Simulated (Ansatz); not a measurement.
Born–Oppenheimer molecular dynamics of a periodic cell of 24 atoms, LiBH4 (host LiBH4, host structure Ama2). It starts from an unrelaxed structure (largest force component 0.67 eV/Å).

Method: DFT r2SCAN-D3(BJ), scalar-relativistic, plane waves, PAW in Ansatz 0.2.0. Settings: accuracy low, cutoff 500 eV, k mesh 2x2x2, fermi-dirac smearing 0.05 eV, no spin polarisation.

```
ensemble        : NVT, Langevin thermostat
time step       : 0.5 fs
steps asked     : 40
set temperature : 500 K
friction        : 0.005 /fs
seed            : 995360
```

Frames 1 fs apart, positions in Å, forces in eV/Å.

Velocities at 5.0 fs (Å/ps):

```
Li -9.67 9.05 16.97
Li -0.22 -5.29 -3.42
B -7.91 0.47 -0.81
B 6.54 -11.64 -6.13
H 12.90 8.24 13.16
H 1.97 -32.88 -20.42
H 36.59 -4.58 -4.02
H 1.96 7.68 5.84
H 13.22 -11.27 10.36
H 18.40 0.43 6.39
H -24.22 -0.55 17.14
H 21.78 18.56 25.29
Li -15.87 2.05 6.58
Li -4.29 1.45 5.49
B 2.11 1.75 -5.97
B 6.69 4.23 -6.59
H -13.89 6.76 5.45
H 8.31 1.79 4.51
H 2.89 -11.14 16.33
H 2.50 4.63 7.28
H -9.47 -11.15 10.32
H 19.81 27.63 -5.85
H -24.20 6.85 -2.17
H 1.89 15.51 -13.51
```

```xyz
24
Lattice="0.0000 0.0000 5.3977 6.5784 -2.7066 2.6989 6.5784 2.7066 2.6989" Properties=species:S:1:pos:R:3:forces:R:3 time_fs=5.0 energy_less_start_eV=0.504 T=343
Li -0.049 0.049 0.080 0.23 -0.20 -0.15
Li 3.289 -0.032 5.375 -0.13 0.27 0.02
B 8.195 -1.442 4.063 0.23 0.56 -0.98
B 4.964 -1.310 6.728 0.25 -0.71 -1.30
H 8.325 -1.203 5.176 -0.50 0.48 1.63
H 4.999 -1.656 2.431 -0.63 -0.37 1.13
H 7.288 1.761 6.117 0.34 0.15 0.18
H 5.959 0.980 3.550 0.23 0.03 -0.49
H 2.696 -1.026 3.594 0.56 0.08 -0.45
H 4.006 0.959 3.538 -0.54 -0.22 -0.36
H 1.483 0.106 1.416 0.52 -1.13 -0.28
H 5.016 -0.169 6.842 0.21 1.67 0.02
Li 6.495 0.009 5.431 0.24 0.01 -0.01
Li 9.851 0.006 5.420 -0.02 -0.07 -0.02
B 8.246 1.276 6.728 -1.26 -0.10 -0.79
B 4.966 1.473 4.017 0.36 -1.30 -0.02
H 8.171 1.493 7.861 -0.06 0.46 1.27
H 5.031 1.242 5.157 -0.27 -0.19 1.23
H 7.188 -1.021 3.531 0.01 0.59 0.13
H 6.012 -1.767 6.253 -0.50 0.14 -0.34
H 9.216 -0.942 8.990 -0.17 -0.51 -0.60
H 10.511 1.125 8.803 0.46 -0.56 0.32
H 8.072 0.097 6.715 0.46 -0.54 -0.10
H 11.522 -0.090 6.669 -0.03 1.48 -0.05
24
Lattice="0.0000 0.0000 5.3977 6.5784 -2.7066 2.6989 6.5784 2.7066 2.6989" Properties=species:S:1:pos:R:3:forces:R:3 time_fs=6.0 energy_less_start_eV=0.453 T=362
Li -0.059 0.057 0.097 0.30 -0.21 -0.17
Li 3.290 -0.038 5.371 -0.15 0.30 0.02
B 8.187 -1.441 4.062 0.42 0.26 -0.06
B 4.971 -1.322 6.721 0.41 0.54 -0.92
H 8.336 -1.193 5.196 -0.60 0.32 1.01
H 4.998 -1.691 2.416 -0.67 -0.34 1.12
H 7.327 1.756 6.112 -0.12 0.43 -0.12
H 5.962 0.987 3.554 0.37 -0.03 -0.57
H 2.712 -1.038 3.601 0.53 0.04 -0.40
H 4.021 0.958 3.541 -0.70 -0.29 -0.45
H 1.462 0.102 1.431 0.57 -0.95 -0.27
H 5.039 -0.142 6.867 0.14 0.62 -0.05
Li 6.479 0.011 5.437 0.29 0.02 0.00
Li 9.847 0.007 5.426 -0.03 -0.09 -0.02
B 8.247 1.276 6.722 -0.90 -0.18 -0.08
B 4.973 1.477 4.011 0.36 -0.81 0.51
H 8.157 1.503 7.872 0.00 0.36 0.80
H 5.038 1.242 5.167 -0.31 -0.06 0.85
H 7.190 -1.029 3.548 -0.32 0.79 -0.06
H 6.013 -1.762 6.257 -0.28 0.03 -0.49
H 9.204 -0.956 8.999 0.04 -0.42 -0.76
H 10.532 1.150 8.798 0.17 -0.69 0.12
H 8.050 0.103 6.712 0.52 -0.58 -0.05
H 11.523 -0.068 6.652 -0.04 0.95 0.04
24
Lattice="0.0000 0.0000 5.3977 6.5784 -2.7066 2.6989 6.5784 2.7066 2.6989" Properties=species:S:1:pos:R:3:forces:R:3 time_fs=7.0 energy_less_start_eV=0.442 T=364
Li -0.068 0.063 0.112 0.36 -0.21 -0.18
Li 3.290 -0.044 5.368 -0.17 0.31 0.02
B 8.179 -1.440 4.062 0.53 -0.09 0.88
B 4.979 -1.331 6.715 0.60 1.46 -0.24
H 8.344 -1.178 5.224 -0.70 0.12 0.27
H 4.992 -1.731 2.411 -0.69 -0.18 0.78
H 7.368 1.757 6.106 -0.60 0.69 -0.46
H 5.967 0.992 3.555 0.45 -0.05 -0.59
H 2.730 -1.050 3.604 0.38 -0.03 -0.29
H 4.029 0.950 3.539 -0.63 -0.21 -0.42
H 1.448 0.091 1.444 0.59 -0.61 -0.26
H 5.063 -0.110 6.888 0.05 -0.31 -0.13
Li 6.464 0.014 5.443 0.34 0.02 0.01
Li 9.843 0.007 5.433 -0.03 -0.10 -0.03
B 8.248 1.275 6.716 -0.38 -0.21 0.68
B 4.980 1.481 4.005 0.20 -0.34 1.03
H 8.144 1.517 7.888 0.08 0.23 0.23
H 5.042 1.244 5.187 -0.33 0.10 0.31
H 7.188 -1.030 3.564 -0.54 0.90 -0.19
H 6.013 -1.758 6.257 -0.07 -0.07 -0.60
H 9.191 -0.971 9.001 0.23 -0.32 -0.87
H 10.555 1.168 8.795 -0.15 -0.76 -0.11
H 8.034 0.105 6.707 0.54 -0.58 0.00
H 11.525 -0.037 6.633 -0.05 0.23 0.15
24
Lattice="0.0000 0.0000 5.3977 6.5784 -2.7066 2.6989 6.5784 2.7066 2.6989" Properties=species:S:1:pos:R:3:forces:R:3 time_fs=8.0 energy_less_start_eV=0.494 T=364
Li -0.077 0.070 0.128 0.43 -0.20 -0.20
Li 3.292 -0.051 5.362 -0.19 0.31 0.03
B 8.172 -1.439 4.062 0.56 -0.38 1.57
B 4.987 -1.339 6.707 0.75 1.96 0.54
H 8.345 -1.163 5.254 -0.74 -0.06 -0.37
H 4.978 -1.776 2.410 -0.64 0.08 0.26
H 7.403 1.764 6.095 -0.90 0.85 -0.68
H 5.973 0.994 3.549 0.44 -0.02 -0.54
H 2.753 -1.061 3.602 0.11 -0.14 -0.13
H 4.030 0.940 3.533 -0.41 -0.04 -0.30
H 1.442 0.076 1.455 0.57 -0.21 -0.27
H 5.089 -0.083 6.907 -0.05 -0.96 -0.19
Li 6.450 0.017 5.448 0.38 0.03 0.01
Li 9.839 0.009 5.440 -0.03 -0.14 -0.04
B 8.249 1.272 6.713 0.06 -0.23 1.25
B 4.988 1.485 4.000 -0.06 -0.02 1.42
H 8.130 1.533 7.907 0.17 0.09 -0.31
H 5.041 1.248 5.211 -0.33 0.23 -0.26
H 7.181 -1.022 3.579 -0.60 0.88 -0.24
H 6.014 -1.756 6.251 0.10 -0.15 -0.65
H 9.180 -0.989 8.993 0.33 -0.22 -0.89
H 10.578 1.177 8.791 -0.46 -0.76 -0.34
H 8.021 0.101 6.701 0.56 -0.46 0.06
H 11.527 -0.003 6.615 -0.05 -0.46 0.27
24
Lattice="0.0000 0.0000 5.3977 6.5784 -2.7066 2.6989 6.5784 2.7066 2.6989" Properties=species:S:1:pos:R:3:forces:R:3 time_fs=9.0 energy_less_start_eV=0.575 T=348
Li -0.087 0.077 0.143 0.49 -0.17 -0.23
Li 3.292 -0.058 5.357 -0.20 0.31 0.04
B 8.165 -1.438 4.064 0.52 -0.60 1.95
B 4.997 -1.345 6.700 0.88 2.09 1.21
H 8.343 -1.148 5.279 -0.72 -0.21 -0.85
H 4.957 -1.821 2.414 -0.51 0.37 -0.32
H 7.428 1.782 6.077 -0.87 0.80 -0.66
H 5.986 0.993 3.536 0.26 0.09 -0.40
H 2.780 -1.074 3.597 -0.21 -0.22 0.06
H 4.026 0.930 3.524 -0.13 0.15 -0.16
H 1.442 0.058 1.463 0.51 0.21 -0.28
H 5.118 -0.064 6.924 -0.16 -1.38 -0.25
Li 6.437 0.020 5.454 0.43 0.05 0.00
Li 9.836 0.010 5.448 -0.05 -0.18 -0.06
B 8.252 1.270 6.710 0.23 -0.21 1.42
B 4.995 1.489 3.995 -0.24 0.07 1.57
H 8.117 1.549 7.920 0.26 -0.02 -0.68
H 5.040 1.251 5.231 -0.31 0.31 -0.67
H 7.168 -1.006 3.596 -0.51 0.76 -0.24
H 6.020 -1.756 6.236 0.14 -0.18 -0.59
H 9.172 -1.007 8.977 0.33 -0.15 -0.83
H 10.598 1.178 8.784 -0.66 -0.70 -0.51
H 8.011 0.091 6.696 0.58 -0.19 0.10
H 11.528 0.026 6.601 -0.04 -0.99 0.38
24
Lattice="0.0000 0.0000 5.3977 6.5784 -2.7066 2.6989 6.5784 2.7066 2.6989" Properties=species:S:1:pos:R:3:forces:R:3 time_fs=10.0 energy_less_start_eV=0.629 T=331
Li -0.095 0.084 0.157 0.53 -0.13 -0.25
Li 3.294 -0.064 5.350 -0.20 0.30 0.04
B 8.160 -1.438 4.067 0.42 -0.69 2.01
B 5.007 -1.350 6.694 0.85 2.02 1.56
H 8.335 -1.132 5.297 -0.64 -0.33 -1.15
H 4.930 -1.860 2.415 -0.32 0.59 -0.78
H 7.443 1.807 6.050 -0.55 0.50 -0.39
H 5.998 0.993 3.518 0.04 0.20 -0.23
H 2.807 -1.090 3.590 -0.52 -0.26 0.24
H 4.022 0.924 3.516 0.10 0.32 -0.03
H 1.449 0.040 1.468 0.41 0.59 -0.29
H 5.146 -0.055 6.943 -0.27 -1.63 -0.32
Li 6.424 0.023 5.460 0.47 0.07 -0.01
Li 9.833 0.011 5.458 -0.06 -0.24 -0.09
B 8.254 1.268 6.710 0.11 -0.13 1.18
B 5.003 1.493 3.993 -0.35 0.03 1.53
H 8.107 1.565 7.924 0.34 -0.09 -0.86
H 5.037 1.257 5.244 -0.26 0.33 -0.91
H 7.153 -0.982 3.611 -0.26 0.53 -0.17
H 6.029 -1.757 6.215 0.08 -0.19 -0.45
H 9.167 -1.028 8.953 0.23 -0.10 -0.69
H 10.613 1.172 8.771 -0.67 -0.58 -0.55
H 8.007 0.075 6.693 0.58 0.17 0.14
H 11.532 0.046 6.592 -0.05 -1.29 0.46
24
Lattice="0.0000 0.0000 5.3977 6.5784 -2.7066 2.6989 6.5784 2.7066 2.6989" Properties=species:S:1:pos:R:3:forces:R:3 time_fs=11.0 energy_less_start_eV=0.628 T=325
Li -0.102 0.089 0.169 0.55 -0.08 -0.27
Li 3.295 -0.071 5.344 -0.20 0.29 0.04
B 8.155 -1.438 4.073 0.34 -0.62 1.79
B 5.018 -1.353 6.690 0.72 1.78 1.56
H 8.321 -1.117 5.303 -0.50 -0.39 -1.26
H 4.900 -1.891 2.410 -0.08 0.71 -1.02
H 7.453 1.839 6.021 -0.12 0.07 -0.01
H 6.007 0.997 3.498 -0.12 0.27 -0.07
H 2.832 -1.109 3.586 -0.76 -0.25 0.39
H 4.021 0.922 3.509 0.26 0.43 0.06
H 1.461 0.026 1.472 0.27 0.83 -0.29
H 5.170 -0.062 6.961 -0.35 -1.65 -0.36
Li 6.412 0.027 5.465 0.50 0.09 -0.02
Li 9.829 0.011 5.467 -0.08 -0.31 -0.12
B 8.257 1.265 6.711 -0.11 0.07 0.73
B 5.010 1.496 3.993 -0.43 -0.10 1.36
H 8.100 1.580 7.920 0.38 -0.14 -0.90
H 5.032 1.264 5.247 -0.20 0.30 -0.96
H 7.135 -0.953 3.627 0.05 0.24 -0.10
H 6.038 -1.759 6.187 -0.07 -0.16 -0.24
H 9.167 -1.051 8.922 0.01 -0.07 -0.47
H 10.623 1.160 8.757 -0.53 -0.43 -0.49
H 8.011 0.060 6.690 0.54 0.45 0.16
H 11.538 0.051 6.587 -0.08 -1.33 0.51
24
Lattice="0.0000 0.0000 5.3977 6.5784 -2.7066 2.6989 6.5784 2.7066 2.6989" Properties=species:S:1:pos:R:3:forces:R:3 time_fs=12.0 energy_less_start_eV=0.575 T=346
Li -0.109 0.096 0.179 0.55 -0.04 -0.29
Li 3.295 -0.078 5.338 -0.19 0.27 0.03
B 8.151 -1.439 4.079 0.25 -0.44 1.32
B 5.029 -1.354 6.688 0.46 1.37 1.22
H 8.302 -1.107 5.297 -0.32 -0.39 -1.17
H 4.868 -1.914 2.397 0.16 0.72 -1.08
H 7.462 1.872 5.993 0.24 -0.33 0.35
H 6.013 1.002 3.480 -0.22 0.30 0.07
H 2.850 -1.128 3.584 -0.90 -0.19 0.48
H 4.027 0.921 3.501 0.32 0.48 0.11
H 1.477 0.020 1.473 0.10 0.93 -0.29
H 5.187 -0.086 6.978 -0.39 -1.46 -0.38
Li 6.401 0.031 5.470 0.53 0.12 -0.04
Li 9.825 0.010 5.478 -0.10 -0.38 -0.15
B 8.260 1.262 6.712 -0.27 0.30 0.23
B 5.017 1.500 3.994 -0.46 -0.36 1.12
H 8.099 1.593 7.910 0.38 -0.16 -0.80
H 5.027 1.272 5.242 -0.14 0.24 -0.85
H 7.114 -0.923 3.640 0.41 -0.09 -0.03
H 6.049 -1.762 6.156 -0.26 -0.11 0.01
H 9.166 -1.078 8.886 -0.24 -0.01 -0.20
H 10.629 1.144 8.736 -0.25 -0.25 -0.32
H 8.020 0.050 6.688 0.46 0.60 0.17
H 11.543 0.041 6.588 -0.11 -1.11 0.49
24
Lattice="0.0000 0.0000 5.3977 6.5784 -2.7066 2.6989 6.5784 2.7066 2.6989" Properties=species:S:1:pos:R:3:forces:R:3 time_fs=13.0 energy_less_start_eV=0.509 T=374
Li -0.114 0.103 0.190 0.54 0.00 -0.30
Li 3.296 -0.084 5.331 -0.19 0.25 0.02
B 8.147 -1.440 4.085 0.16 -0.23 0.62
B 5.039 -1.354 6.688 0.17 0.75 0.63
H 8.278 -1.104 5.278 -0.08 -0.28 -0.83
H 4.836 -1.933 2.375 0.37 0.66 -1.00
H 7.474 1.903 5.969 0.46 -0.66 0.62
H 6.015 1.009 3.462 -0.26 0.30 0.18
H 2.861 -1.151 3.589 -0.92 -0.09 0.51
H 4.039 0.923 3.496 0.24 0.45 0.09
H 1.495 0.023 1.474 -0.08 0.83 -0.28
H 5.201 -0.125 6.991 -0.39 -1.03 -0.33
Li 6.391 0.035 5.477 0.54 0.15 -0.06
Li 9.821 0.011 5.489 -0.13 -0.45 -0.18
B 8.262 1.260 6.713 -0.34 0.53 -0.25
B 5.021 1.504 3.995 -0.41 -0.71 0.84
H 8.104 1.602 7.893 0.34 -0.13 -0.56
H 5.020 1.282 5.228 -0.06 0.14 -0.61
H 7.098 -0.893 3.651 0.67 -0.38 0.01
H 6.060 -1.767 6.125 -0.48 -0.05 0.28
H 9.161 -1.107 8.843 -0.44 0.07 0.08
H 10.633 1.127 8.710 0.09 -0.04 -0.08
H 8.034 0.048 6.684 0.33 0.58 0.17
H 11.546 0.019 6.592 -0.14 -0.64 0.43
```

Of the whole run (20 fs, mean temperature of the second half 326 K): The mean temperature of the second half is 35 % below the set value. A run of 0.02 ps of so small a system gives no equilibrium averages. Limits of this set-up: coarse k mesh, low accuracy level.

Run time: 7.9 min on 1 thread of Arm Neoverse V1 (shared host), peak memory 0.75 GiB.
